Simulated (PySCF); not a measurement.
# [TaS2]-: singlet, from a PBE0 minimum start

The task is one start of a wider search on [TaS2]-: the singlet, from a PBE0 minimum start. It is relaxed, tested by its Hessian and followed downhill if it is a saddle.

Method: PBE0, basis Ta def2-TZVPD with ECP60, S def2-TZVPD, scalar-relativistic core potentials, no spin–orbit coupling, density fitting; program: PySCF 2.14.0.

## Step 1: Where the work starts

3 atoms, charge -1, spin multiplicity 1.

Bond lengths: Ta1–S2 2.184 Å, Ta1–S3 2.184 Å. Angles: S2–Ta1–S3 117.5°.

Z-matrix (Å, degrees; charge -1 multiplicity 1):
```
Ta
S  1 2.1839
S  1 2.1839 2 117.51
```

## Step 2: First SCF at the start

The steps below are one call of a driver around PySCF. For each, scf.py gives the equivalent set-up of the SCF; relaxations use the driver's own optimiser. After this first run the driver tries any further starts and a stability analysis.

scf.py reads:

```python
from pyscf import gto, scf, dft
mol = gto.M(atom='''
Ta     0.295780    -0.000000     0.000000
S     -0.836980     1.867170    -0.000000
S     -0.836980    -1.867170    -0.000000''',
    basis={'Ta': 'def2-TZVPD', 'S': 'def2-TZVPD'},
    ecp={'Ta': 'def2-TZVPD'},
    charge=-1, spin=0)
mf = dft.RKS(mol, xc='PBE0')
mf.grids.atom_grid = (50, 194)
aux = {'Ta': 'def2-universal-JKFIT', 'S': 'def2-universal-JKFIT'}
mf = mf.density_fit(auxbasis=aux)
mf.conv_tol = 1e-08
mf.diis_space = 10
mf.max_cycle = 60
mf.init_guess = 'minao'
mf.verbose = 4
mf.kernel()
```

Command:

```
OMP_NUM_THREADS=4 python axn.py task.json out
```

The program printed:

```text
init E= -833.287822212162
  HOMO = -0.387600280260945  LUMO = -0.345866061610483  gap/eV = 1.13565
cycle= 1 E= -852.63854970573  delta_E= -19.4  |g|= 1.44  |ddm|= 11.1
  HOMO = 0.128886252415836  LUMO = 0.134570499151745  gap/eV = 0.15468
cycle= 2 E= -850.329075328797  delta_E= 2.31  |g|= 2.44  |ddm|=  112
  HOMO = -0.0685337463695076  LUMO = -0.011454198050855  gap/eV = 1.55321
cycle= 3 E= -853.079579400076  delta_E= -2.75  |g|= 0.736  |ddm|=  112
  HOMO = -0.0421780019852901  LUMO = 0.0350016246352206  gap/eV = 2.10016
cycle= 4 E= -853.218011630539  delta_E= -0.138  |g|= 0.346  |ddm|= 0.963
  HOMO = -0.032084580526205  LUMO = 0.0592777270134402  gap/eV = 2.48610
cycle= 5 E= -853.249411137847  delta_E= -0.0314  |g|= 0.0924  |ddm|= 0.45
  HOMO = -0.0305779604973283  LUMO = 0.0652357818455653  gap/eV = 2.60722
cycle= 6 E= -853.251412848211  delta_E= -0.002  |g|= 0.0263  |ddm|= 0.104
  HOMO = -0.0328447506989107  LUMO = 0.0626771660707603  gap/eV = 2.59928
cycle= 7 E= -853.251622535118  delta_E= -0.00021  |g|= 0.0063  |ddm|= 0.0502
  HOMO = -0.0337010896008241  LUMO = 0.0622055965771806  gap/eV = 2.60975
cycle= 8 E= -853.251645150379  delta_E= -2.26e-05  |g|= 0.00183  |ddm|= 0.0264
  HOMO = -0.0338622156427558  LUMO = 0.0622136238435196  gap/eV = 2.61436
cycle= 9 E= -853.251647461109  delta_E= -2.31e-06  |g|= 0.000432  |ddm|= 0.00748
  HOMO = -0.033876565501167  LUMO = 0.0622306930486452  gap/eV = 2.61521
cycle= 10 E= -853.251647629793  delta_E= -1.69e-07  |g|= 0.000361  |ddm|= 0.00226
  HOMO = -0.0338625250670742  LUMO = 0.0622433669496612  gap/eV = 2.61517
cycle= 11 E= -853.251647671645  delta_E= -4.19e-08  |g|= 8.96e-05  |ddm|= 0.000589
  HOMO = -0.0338511695821231  LUMO = 0.0622583636370576  gap/eV = 2.61527
cycle= 12 E= -853.251647675481  delta_E= -3.84e-09  |g|= 1.33e-05  |ddm|= 0.000316
  HOMO = -0.0338500772021556  LUMO = 0.0622597029148036  gap/eV = 2.61528
Extra cycle  E= -853.251647675255  delta_E= 2.25e-10  |g|= 3.29e-05  |ddm|= 7.09e-05
converged SCF energy = -853.251647675255
```

This step, with its further starts and checks, ran for 5.6 s (4 threads of Intel Xeon Platinum 8259CL at 2.50GHz (Skylake/Cascade Lake), shared host).

No lower closed-shell solution turned up in the test of internal stability.

## Step 3: Relaxing the singlet from the PBE0 minimum start

The program finds C2v symmetry in the start, which this walk keeps. Threshold on the gradient: 0.0003 Eh/bohr, with a further test on the energy change.

Edit scf.py of step 2 so:

```diff
@@ -3,3 +3,3 @@
-Ta     0.295780    -0.000000     0.000000
-S     -0.836980     1.867170    -0.000000
-S     -0.836980    -1.867170    -0.000000''',
+Ta     0.295777     0.000000     0.000000
+S     -0.836983     1.867170     0.000000
+S     -0.836983    -1.867170     0.000000''',
@@ -16 +15,0 @@
-mf.init_guess = 'minao'
```

Energy and gradient, step by step:

| step | energy (Eh) | change (kJ/mol) | largest symmetric gradient (Eh/bohr) |
| --- | --- | --- | --- |
| 0 | -853.251648 | 0.00 | 0.00022 |

The walk took 4.4 s.

End point (C2v, 0 steps, 0.0 kJ/mol gained): Ta–S 2.184 Å (×2); S–Ta–S 117.5°.

## Step 4: Hessian and properties

The point is checked on the finer grid, and tightened if its gradient asks for it. The Hessian and the dipole derivatives come from central differences of analytic gradients, with steps of 0.02 bohr.

Edit scf.py of step 3 so:

```diff
@@ -10 +10 @@
-mf.grids.atom_grid = (50, 194)
+mf.grids.atom_grid = (75, 302)
@@ -13 +13 @@
-mf.conv_tol = 1e-08
+mf.conv_tol = 1e-10
```

The driver hands on the density of the step before, so the log starts near convergence.

Log of the central SCF (cycles and frontier levels):

```text
init E= -853.251818766277
  HOMO = -0.0338495615060761  LUMO = 0.062252962110042  gap/eV = 2.61508
cycle= 1 E= -853.251818766268  delta_E= 9.21e-12  |g|= 5.34e-06  |ddm|= 7.01e-06
  HOMO = -0.0338483887672263  LUMO = 0.062254261208606  gap/eV = 2.61509
Extra cycle  E= -853.251818766195  delta_E= 7.23e-11  |g|= 1.66e-05  |ddm|= 2.55e-05
converged SCF energy = -853.251818766195
```

The whole step took 53 s.

Geometry: C2v; Ta–S 2.184 Å (×2); S–Ta–S 117.5°.

Modes, for the most abundant isotopes:

```csv
symmetry,ω (cm⁻¹),IR (km/mol),type
a1,129,0.6,bend
b2,492,143,stretch
a1,510,22.6,stretch
```

No imaginary mode, so this is a minimum.

Properties at this point:

```
Dipole moment about the centre of mass                          : 2.56 D
Highest occupied level                                          : -0.92 eV
Lowest empty level                                              : 1.69 eV
Rotational constants                                            : 0.2781, 0.07562, 0.05945 cm⁻¹
Zero-point energy                                               : 6.8 kJ/mol
Principal polarisabilities                                      : 128.6, 142.9, 157.0 bohr³
Principal traceless quadrupole moments about the centre of mass : -12.99, 4.76, 8.23 D Å
Entropy at 298.15 K and 1 bar                                   : 301.1 J/(mol K)
Heat capacity Cp at 298.15 K                                    : 51.8 J/(mol K)
Enthalpy at 298.15 K above 0 K                                  : 12.88 kJ/mol
Rotational symmetry number                                      : 2
```

Populations by atom (charges in e):

```json
{"atom": "Ta1", "Mulliken": "-0.10", "Löwdin": "-0.08", "polar tensor": "0.49", "Mayer order to Ta1": "–"}
{"atom": "S2,3", "Mulliken": "-0.45", "Löwdin": "-0.46", "polar tensor": "-0.74", "Mayer order to Ta1": "1.79"}
```

Outer orbital energies (eV). occupied: -13.47, -4.59, -4.03, -3.64, -3.44, -3.13, -2.46, -0.92; empty: 1.69, 1.74, 3.03, 3.04.

Mulliken populations on Ta1 (outside its core potential): s 3.77, p 6.35, d 2.93, f 0.05.

## Step 5: A spin-polarised start

A stability analysis found the closed shell of the lowest minimum unstable towards spin polarisation, so the unrestricted solution is followed.

The program finds C2v symmetry in the start, which may break.

Edit scf.py of step 4 so:

```diff
@@ -9,2 +9,2 @@
-mf = dft.RKS(mol, xc='PBE0')
-mf.grids.atom_grid = (75, 302)
+mf = dft.UKS(mol, xc='PBE0')
+mf.grids.atom_grid = (50, 194)
@@ -13 +13 @@
-mf.conv_tol = 1e-10
+mf.conv_tol = 1e-08
```

Energy and gradient, step by step:

| step | energy (Eh) | change (kJ/mol) | largest gradient (Eh/bohr) |
| --- | --- | --- | --- |
| 0 | -853.257663 | 0.00 | 0.00509 |
| 1 | -853.257807 | -0.38 | 0.00121 |
| 2 | -853.257859 | -0.52 | 0.00139 |
| 3 | -853.257873 | -0.55 | 0.00059 |
| 4 | -853.257874 | -0.56 | 0.00009 |

The walk took 30 s.

Geometry (Å) and forces (eV/Å) at some steps:

```
step 0
Ta   0.296   0.000   0.000   0.188  -0.001   0.000
S   -0.837   1.867   0.000  -0.094   0.262   0.000
S   -0.837  -1.867   0.000  -0.094  -0.261   0.000
step 1
Ta   0.293   0.000   0.000  -0.039   0.001   0.000
S   -0.835   1.881   0.000   0.020   0.062   0.000
S   -0.835  -1.881   0.000   0.019  -0.062   0.000
step 2
Ta   0.283   0.000   0.000  -0.072   0.001   0.000
S   -0.831   1.893   0.000   0.036  -0.013   0.000
S   -0.831  -1.893   0.000   0.036   0.013   0.000
step 3
Ta   0.275   0.000   0.000  -0.030  -0.002   0.000
S   -0.827   1.901   0.000   0.015  -0.016   0.000
S   -0.827  -1.901   0.000   0.016   0.018   0.000
step 4
Ta   0.274   0.000   0.000  -0.005   0.002   0.000
S   -0.826   1.901   0.000   0.003  -0.005   0.000
S   -0.826  -1.901   0.000   0.002   0.003   0.000
```

After 4 steps and 0.6 kJ/mol it ends at C2v: Ta–S 2.196 Å (×2); S–Ta–S 119.9°.

## Step 6: Hessian and properties

The same treatment as at the point before.

Edit scf.py of step 5 so:

```diff
@@ -3,3 +3,3 @@
-Ta     0.295777     0.000000     0.000000
-S     -0.836983     1.867170     0.000000
-S     -0.836983    -1.867170     0.000000''',
+Ta     0.289876    -0.000000     0.000000
+S     -0.813722     1.898568    -0.000000
+S     -0.813727    -1.898566    -0.000000''',
@@ -10 +10 @@
-mf.grids.atom_grid = (50, 194)
+mf.grids.atom_grid = (75, 302)
@@ -13 +13 @@
-mf.conv_tol = 1e-08
+mf.conv_tol = 1e-10
```

SCF at the final geometry:

```text
init E= -853.258028489139
[... the frontier-level lines of each cycle are left out ...]
cycle= 1 E= -853.258028489145  delta_E= -5.68e-12  |g|= 9.01e-07  |ddm|= 4.65e-06
Extra cycle  E= -853.258028489146  delta_E= -1.36e-12  |g|= 1.3e-06  |ddm|= 4.35e-06
converged SCF energy = -853.258028489146  <S^2> = 0.69119234  2S+1 = 1.9403014
```

The whole step ran for 1.7 min (4 threads of Intel Xeon Platinum 8259CL at 2.50GHz (Skylake/Cascade Lake), shared host).

Geometry: C2v; Ta–S 2.196 Å (×2); S–Ta–S 119.7°.

Harmonic modes (main isotopes):

```
ω (cm⁻¹)  IR (km/mol)  μ (u)
     121          0.7  36.97
     485          163  38.61
     496         30.8  34.74
```

No imaginary mode, so this is a minimum.

Here the density breaks the symmetry of the frame, and no labels are given.

Properties at this point:

```
Dipole moment about the centre of mass                          : 3.06 D
Highest occupied level                                          : -1.20 eV
Lowest empty level                                              : 1.86 eV
Rotational constants                                            : 0.2929, 0.07314, 0.05853 cm⁻¹
Zero-point energy                                               : 6.6 kJ/mol
Principal polarisabilities                                      : 134.0, 142.6, 153.7 bohr³
Principal traceless quadrupole moments about the centre of mass : -15.36, 6.32, 9.05 D Å
Entropy at 298.15 K and 1 bar                                   : 301.8 J/(mol K)
Heat capacity Cp at 298.15 K                                    : 52.0 J/(mol K)
Enthalpy at 298.15 K above 0 K                                  : 12.95 kJ/mol
Rotational symmetry number                                      : 2
Spin squared ⟨S²⟩                                               : 0.691
```

Populations by atom (charges in e):

| atom | Mulliken | Löwdin | polar tensor | spin (Mulliken) | Mayer order to Ta1 |
| --- | --- | --- | --- | --- | --- |
| Ta1 | 0.04 | -0.08 | 0.62 | 0.00 | – |
| S2,3 | -0.52 | -0.46 | -0.81 | 0.00 | 1.82 |

Mulliken populations on Ta1 (outside its core potential): s 3.45, p 6.43, d 3.03, f 0.05.

## Step 7: The points found, side by side

| spin | group | bonds | imaginary modes (cm⁻¹) | ΔE (kJ/mol) | with zero-point energy |
| --- | --- | --- | --- | --- | --- |
| broken-symmetry (Ms = 0) | C2v (density of lower symmetry) | Ta–S 2.196 Å (×2) | none | 0.0 | 0.0 |
| singlet | C2v | Ta–S 2.184 Å (×2) | none | 16.3 | 16.5 |

## Step 8: What came out

```
                                          quantity                             value
                                           minimum     broken-symmetry (Ms = 0), C2v
                                          geometry  Ta–S 2.196 Å (×2); S–Ta–S 119.7°
                                wavenumbers (cm⁻¹)                     121, 485, 496
                    dipole moment (centre of mass)                            3.06 D
highest occupied, lowest empty level (either spin)                    -1.20, 1.86 eV
                        polar-tensor charge of Ta1                           +0.62 e
                                 zero-point energy                        6.6 kJ/mol
                               entropy at 298.15 K                   301.8 J/(mol K)
                                              ⟨S²⟩                             0.691
```

What this shows: The molecule stays C2v, as typed, and the end point is a minimum. The determinant is spin-contaminated (⟨S²⟩ = 0.69 against 0.00), so it is no pure spin state. The strongest infrared band lies at 485 cm⁻¹ (stretch). Only this shape and spin were tried, so other structures or states may lie lower. The SCF density has lower symmetry than the nuclear frame. Spin–orbit coupling, left out here, can matter for elements this heavy.

The search up to here took 3.4 min.
